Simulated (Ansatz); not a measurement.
# GaB (P4/mmm) in Ansatz: a series of runs

One crystal, GaB, is run at these levels: LDA, PBE, PBEsol, RPBE, revPBE; tasks: band structure.

Program: Ansatz 0.2.0. These are calculated values, not measurements. Logs are shortened: lines on timing, memory, paths and dates and some standing lists are left out, and cuts for length are marked.

## Step 1: The structure

The structure is tetragonal, space group P4/mmm (No. 123). The conventional cell has a = 2.718 Å, b = 2.718 Å, c = 3.236 Å, α = 90.00°, β = 90.00°, γ = 90.00°. Around Ga (site symmetry 4/mmm) lie 8 B at 2.51 Å and 4 Ga at 2.72 Å. B (site symmetry 4/mmm) is surrounded by 8 Ga at 2.51 Å and 4 B at 2.72 Å.

The cell was built by a generator and needn't be a form met in nature.

## Step 2: Band structure, LDA

input.yaml reads:

```yaml
crystal:
  lattice:
    - [2.71824, 0.0, 0.0]
    - [0.0, 2.71824, 0.0]
    - [0.0, 0.0, 3.23621]
  atoms:
    - { symbol: Ga, position: [0.5, 0.5, 0.5] }
    - { symbol: B, position: [0.0, 0.0, 0.0] }
hamiltonian:
  xc: lda
  pseudopotentials: { kind: paw }
kpoints:
  mp_grid: { grid: [6, 6, 5] }
  band_path:
    path:
      - [[0.0, 0.0, 0.0], [0.0, 0.5, 0.0], [0.5, 0.5, 0.0], [0.0, 0.0, 0.0], [0.0, 0.0, 0.5], [0.0, 0.5, 0.5], [0.5, 0.5, 0.5], [0.0, 0.0, 0.5]]
      - [[0.0, 0.5, 0.0], [0.0, 0.5, 0.5]]
      - [[0.5, 0.5, 0.0], [0.5, 0.5, 0.5]]
    npoints: 14
scf:
  occupations: { method: fermi_dirac, width: 0.05 }
  n_extra_bands: 6
output:
  forces: true
  stress: true
  eigenvalues: true
  fatbands: true
  write_density: true
  write_potential: true
  elf: true
  volumetric_format: npy
```

Potentials or basis: Ansatz PAW.

On the command line:

```console
ansatz run input.yaml --threads 2 --pin off --max-ram 5632MiB --backend cpu --events-out ev --progress --plain --runs-dir out
```

Output:

```text
Warning: RAYON_NUM_THREADS=2 ignored (pool sized by the plan → 2); use --threads N
scf.n_extra_bands = 6 over 8 filled bands (N_el = 16.0): the run solves 14 bands
Engine: ansatz 0.2.0, x86_64-unknown-linux-gnu
Pseudopotentials: kind: paw
Pseudopotential: Ga, paw, valence charge 13, recommended cutoff 420 eV (normal), Ga.paw.azcp
Pseudopotential: B, paw, valence charge 3, recommended cutoff 420 eV (normal), B.paw.azcp
Functional definition: SPW92
  exchange = slater_x
  correlation = pw_c
Crystal: 2 atoms, lattice volume = 23.912 Å³
Basis set: ecut = 420 eV, 471 PW (Γ)
Bands: 14, of which v1, the nominal top of the filled ones, is band 8 counted from 1 (7 counted from 0)
Symmetry: 16 space group operations
Space group: P4/mmm (ITA 123), of the structure as read, at distance tolerance 2.9e-5 Å
k-points: 30 of 180
Non-local potential: Ga, projectors of the file, l = 0: 2, l = 1: 2, l = 2: 3, l = 3: 1
Non-local potential: B, projectors of the file, l = 0: 2, l = 1: 2, l = 2: 1
PAW form: soft (Blöchl's): semilocal exchange-correlation on the pseudo side does not see the compensation charge
PAW frozen core: Ga, regenerated for the run's functional, and the local potential with it (the file was generated under x = pbe(κ = 0.804, μ = 0.2195149727645171), c = pbe(β = 0.06672455060314922))
PAW frozen core: B, regenerated for the run's functional, and the local potential with it (the file was generated under x = pbe(κ = 0.804, μ = 0.2195149727645171), c = pbe(β = 0.06672455060314922))
PAW one-centre angular grid: Ga, 590 points (default); XC on 64 Gauss nodes
PAW one-centre angular grid: B, 110 points (default); XC on 64 Gauss nodes
Initial density: superposition of atomic densities (neutral atoms: chi_scale 0, normalization atom), corrected by the library's trained network
Initial wavefunctions: pseudopotential atomic-orbital guess
Functional: x = slater, c = lda
SCF iter   1: F=—  HF=-3854.184703 eV  |F-HF|=—  |Δ(HF+E_count)|=         —  Δρ=8.26e-3  dr2=1.11e-2  ethr=1.77e-3  ⟨swp⟩=4.9  Hψ=2112  notcnv=0  defer=3
preconditioner: auto → none  [metal: Δε(μ)=0.049 eV  Ē_g=19.020 eV  σ=0.050 eV  W_gap=0.24  n_scr=6 (ndim 8)  ℏωp=30.4 eV  f_vac=0.000  D(μ)=0.94/eV (n_scr^D=6)  sad-step TF]
SCF iter   2: F=—  HF=-3854.181716 eV  |F-HF|=—  |Δ(HF+E_count)|=   2.99e-3  Δρ=4.34e-3  dr2=3.53e-3  ethr=6.91e-5  ⟨swp⟩=1.3  Hψ=672  notcnv=0  defer=16
SCF iter   3: F=—  HF=-3854.180803 eV  |F-HF|=—  |Δ(HF+E_count)|=   9.13e-4  Δρ=9.52e-4  dr2=2.10e-4  ethr=2.21e-5  ⟨swp⟩=2.1  Hψ=500  notcnv=0  defer=16
SCF iter   4: F=—  HF=-3854.180652 eV  |F-HF|=—  |Δ(HF+E_count)|=   1.51e-4  Δρ=2.92e-4  dr2=2.13e-5  ethr=1.31e-6  ⟨swp⟩=2.0  Hψ=621  notcnv=0  defer=16
SCF iter   5: F=—  HF=-3854.180642 eV  |F-HF|=—  |Δ(HF+E_count)|=   1.06e-5  Δρ=4.39e-5  dr2=1.99e-7  ethr=1.33e-7  ⟨swp⟩=2.1  Hψ=595  notcnv=0  defer=16
SCF iter   6: F=-3854.180642 eV  HF=-3854.180642 eV  |F-HF|=1.46e-9  |Δ(HF+E_count)|=   1.46e-8  Δρ=6.35e-6  dr2=3.37e-9  ethr=6.25e-10  ⟨swp⟩=9.2  Hψ=2429  notcnv=0
SCF 1 converged in 6 iterations: F = -3854.180642 eV  dr2 = 3.37e-9
NSCF: frozen V_eff on 129 k-points
SCF converged after 6 iterations
Free energy (F): -3854.180642 eV
Harris-Foulkes:  -3854.180642 eV  (|F-HF|=1.46e-9)
Internal energy: -3854.173123 eV  (E = F + TS)
E sigma→0 (E₀):  -3854.176883 eV
Entropy (-TS):   -0.007518 eV (-3.759 meV/atom)
Fermi energy:    11.007452 eV
--- Per-component energies (eV) ---
  E_band       = -8.151307
  E_kinetic    = 156.855960
  E_local      = -1822.973398  (includes V_loc(G=0)·N_el)
  E_nonlocal   = 441.295488
  E_hartree    = 864.130716
  E_xc         = -99.215364
  E_vxc        = -94.612912  (∫ρ·V_xc dr)
  E_paw        = -1985.151639  (= ΣΔE_a)
  E_vpaw       = -416.977483  (= ΣTr[D̂ρ^β])
  E_aug_tail   = -0.000097  (compensation charges beyond the density's cutoff)
  E_ewald      = -1410.889103
  E_core_change = 1.774314  (= ΣΔE_core)
  E_smearing   = -0.007518  (= −TS)
  E_closure    = 0.000000  (closes the sum)
  Σ components = -3854.180642   (vs F -3854.180642, Δ=0.00e0)
--- Forces (eV/Å), atoms counted from 1 ---
  atom   1  Ga     0.00000000     0.00000000     0.00000000
  atom   2  B     -0.00000000     0.00000000     0.00000000
  max |Σ_I F_I| component: 7.89e-31 eV/Å
--- Stress (GPa, compression-positive) ---
       -6.007843       0.000000       0.000000
        0.000000      -6.007843       0.000000
        0.000000       0.000000      -8.227142
  P = ⅓ Tr σ = -6.7476 GPa (-67.476 kbar)
--- Band table (eV; the first three rows and the last of 30) ---
  k-point 0: bands = ["-4.5797", "-4.4260", "-4.1122", "-4.1122", "-4.0620", "-2.4453", "9.1808", "12.7422", "13.4996", "13.4996", "20.0359", "20.4605", "23.8480", "24.9993"]
  k-point 1: bands = ["-4.5753", "-4.3992", "-4.1283", "-4.1283", "-4.0610", "-1.8948", "6.0877", "13.9424", "13.9424", "15.8700", "20.8154", "20.9551", "23.1909", "23.1909"]
  k-point 2: bands = ["-4.5681", "-4.3618", "-4.1541", "-4.1541", "-4.0595", "-0.2420", "2.4854", "14.9142", "14.9142", "18.3232", "20.7520", "20.7520", "21.0124", "22.4427"]
  k-point 29: bands = ["-4.5169", "-4.3808", "-4.3808", "-4.0398", "-3.9115", "8.7099", "8.7658", "8.7658", "10.8577", "10.9881", "11.9613", "11.9613", "13.6785", "28.4042"]
```

It took 1.4 s on 2 threads of Intel Xeon Platinum 8375C at 2.90GHz (Ice Lake), shared host; peak memory 0.36 GiB.

What came out:

```
Free energy            : -3854.1806 eV
Pressure               : -6.7 GPa
Band gap on the k mesh : none (metal or under the smearing width)
```

Stress tensor (GPa, compression positive):
```
-6.01  0.00  0.00
 0.00 -6.01  0.00
 0.00  0.00 -8.23
```

Levels at the corners of the path, in eV from the Fermi level:
| point | band 6 | band 7 | band 8 | band 9 | band 10 | band 11 |
| --- | --- | --- | --- | --- | --- | --- |
| Γ | -13.45 | -1.83 | 1.73 | 2.49 | 2.49 | 9.03 |
| X | -8.67 | -8.45 | 1.77 | 4.86 | 5.21 | 5.32 |
| M | -4.62 | -4.62 | -3.52 | -2.28 | 3.12 | 7.39 |
| Γ | -13.45 | -1.83 | 1.73 | 2.49 | 2.49 | 9.03 |
| Z | -10.14 | -9.88 | 4.13 | 4.13 | 7.66 | 9.31 |
| R | -5.59 | -5.47 | -5.05 | -4.53 | 5.24 | 9.95 |
| A | -1.98 | -1.44 | -1.44 | -0.49 | -0.09 | -0.09 |
| Z | -10.14 | -9.88 | 4.13 | 4.13 | 7.66 | 9.31 |
| X | -8.67 | -8.45 | 1.77 | 4.86 | 5.21 | 5.32 |
| R | -5.59 | -5.47 | -5.05 | -4.53 | 5.24 | 9.95 |
| M | -4.62 | -4.62 | -3.52 | -2.28 | 3.12 | 7.39 |
| A | -1.98 | -1.44 | -1.44 | -0.49 | -0.09 | -0.09 |

Caveat: the k mesh is coarse (spacing up to 0.39 Å⁻¹), so the values aren't converged; the PAW data sets come from PBE, with cores solved anew for the run's functional, which leaves a small shift of forces and pressure.

## Step 3: Band structure, PBE

input.yaml, as its differences from that of step 2:

```diff
@@ -9,3 +9,3 @@
 hamiltonian:
-  xc: lda
+  xc: pbe
   pseudopotentials: { kind: paw }
@@ -26,6 +26,2 @@
   eigenvalues: true
-  fatbands: true
-  write_density: true
-  write_potential: true
-  elf: true
-  volumetric_format: npy
+  fatbands: false
```

Potentials or basis: Ansatz PAW.

On the command line:

```console
ansatz run input.yaml --threads 2 --pin off --max-ram 5632MiB --backend cpu --events-out ev --progress --plain --runs-dir out
```

Run time: 0.91 s. Hardware: 2 threads of Intel Xeon Platinum 8375C at 2.90GHz (Ice Lake), shared host; peak memory 0.33 GiB.

Results (log left out):

| Property | Result |
| --- | --- |
| Free energy | -3936.4434 eV |
| Pressure | 0.1 GPa |
| Band gap on the k mesh | none (metal or under the smearing width) |

Stress tensor (GPa, compression positive):
```
 1.21  0.00  0.00
 0.00  1.21  0.00
 0.00  0.00 -2.10
```

Levels at the corners of the path, in eV from the Fermi level:
```tsv
point	band 6	band 7	band 8	band 9	band 10	band 11
Γ	-13.52	-1.85	1.71	2.52	2.52	8.95
X	-8.80	-8.44	1.74	4.90	5.32	5.34
M	-4.66	-4.66	-3.70	-2.16	3.12	7.48
Γ	-13.52	-1.85	1.71	2.52	2.52	8.95
Z	-10.13	-10.02	4.16	4.16	7.81	9.41
R	-5.63	-5.51	-5.23	-4.43	5.30	10.08
A	-2.16	-1.50	-1.50	-0.56	-0.07	-0.07
Z	-10.13	-10.02	4.16	4.16	7.81	9.41
X	-8.80	-8.44	1.74	4.90	5.32	5.34
R	-5.63	-5.51	-5.23	-4.43	5.30	10.08
M	-4.66	-4.66	-3.70	-2.16	3.12	7.48
A	-2.16	-1.50	-1.50	-0.56	-0.07	-0.07
```

Caveat: the k mesh is coarse (spacing up to 0.39 Å⁻¹), so the values aren't converged.

## Step 4: Band structure, PBEsol

input.yaml, as its differences from that of step 3:

```diff
@@ -9,3 +9,3 @@
 hamiltonian:
-  xc: pbe
+  xc: pbesol
   pseudopotentials: { kind: paw }
@@ -27 +27,5 @@
   fatbands: false
+  write_density: true
+  write_potential: true
+  elf: true
+  volumetric_format: npy
```

On the command line:

```console
ansatz run input.yaml --threads 2 --pin off --max-ram 5632MiB --backend cpu --events-out ev --progress --plain --runs-dir out
```

Wall time 0.96 s (2 threads of Intel Xeon Platinum 8375C at 2.90GHz (Ice Lake), shared host); peak memory 0.35 GiB.

The run converged. Its results:

| Property | Result |
| --- | --- |
| Free energy | -3893.4556 eV |
| Pressure | -4.0 GPa |
| Band gap on the k mesh | none (metal or under the smearing width) |

Stress tensor (GPa, compression positive):
```
-3.15  0.00  0.00
 0.00 -3.15  0.00
 0.00  0.00 -5.68
```

Levels at the corners of the path, in eV from the Fermi level:
```
point  band 5  band 6  band 7  band 8  band 9  band 10  band 11  band 12
    Γ  -14.98  -13.52   -1.84    1.73    2.54     2.54     8.93     9.31
    X  -15.01   -8.78   -8.46    1.79    4.95     5.32     5.34     5.34
    M  -14.83   -4.67   -4.67   -3.63   -2.21     3.18     7.47     7.47
    Γ  -14.98  -13.52   -1.84    1.73    2.54     2.54     8.93     9.31
    Z  -14.97  -10.15  -10.00    4.20    4.20     7.84     9.36     9.36
    R  -14.93   -5.65   -5.53   -5.17   -4.47     5.35    10.09    11.73
    A  -14.83   -2.08   -1.48   -1.48   -0.54    -0.11    -0.11     1.06
    Z  -14.97  -10.15  -10.00    4.20    4.20     7.84     9.36     9.36
    X  -15.01   -8.78   -8.46    1.79    4.95     5.32     5.34     5.34
    R  -14.93   -5.65   -5.53   -5.17   -4.47     5.35    10.09    11.73
    M  -14.83   -4.67   -4.67   -3.63   -2.21     3.18     7.47     7.47
    A  -14.83   -2.08   -1.48   -1.48   -0.54    -0.11    -0.11     1.06
```

Caveat: the k mesh is coarse (spacing up to 0.39 Å⁻¹), so the values aren't converged; the PAW data sets come from PBE, with cores solved anew for the run's functional, which leaves a small shift of forces and pressure.

[end of part 1 of 2]
